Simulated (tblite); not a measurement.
# CH9B3Cl3N3OTi: the cost of one run

Programs: tblite 0.8.0 and PySCF 2.14.0. All values are calculated, for the isolated system unless a continuum is named. Atoms count from 0, parts from 1.

## 1. Starting point

21 atoms, charge 0, multiplicity 1; geometry: rigid parts in contact. Parts: 1 = atoms 0–15, `[Cl][Ti]([Cl])([Cl])[O]B1NBNBN1`, charge 0; 2 = atoms 16–20, `C`, charge 0.

## 2. Bringing the parts together with GFN2-xTB

The job: settings as JSON, then the geometry in Å.

```
{"job": {"kind": "dock", "xc": "GFN2-xTB", "basis": "xTB"}, "charge": 0, "multiplicity": 1, "parts": [{"atoms": "0-15", "charge": 0, "multiplicity": 1}, {"atoms": "16-20", "charge": 0, "multiplicity": 1}]}
N      0.851858    -0.197282     0.116187
B      1.414120    -1.221994    -0.688967
N      0.594624    -1.741080    -1.722315
B     -0.723608    -1.299013    -1.989216
N     -1.235845    -0.269737    -1.155790
B     -0.475580     0.289604    -0.098867
O     -0.948089     1.263510     0.740324
Ti    -0.418963     1.937646     2.176135
Cl    -1.766102     3.322329     3.087769
Cl     1.417183     3.004832     1.968481
Cl    -0.047980     0.458309     3.666274
H      1.400731     0.213703     0.867754
H      2.500435    -1.614998    -0.504590
H      0.976186    -2.471242    -2.304072
H     -1.368217    -1.753721    -2.853883
H     -2.170753     0.079132    -1.305222
C     -2.399615     2.673732    -1.317289
H     -2.390475     3.710521    -1.627491
H     -1.492993     2.187885    -1.653733
H     -3.258055     2.175566    -1.748512
H     -2.457970     2.620360    -0.238067
```

With the program's defaults for keys left out, this is: GFN2-xTB search for minima from random contacts, gas phase.

Run with:

```bash
$ OMP_NUM_THREADS=1 python cluster_run.py task.json out
```

This one command runs all jobs of the session in turn.

**Question.** How long does this first job take on 1 thread of Intel Xeon 6975P-C, shared host?

About 2 min.
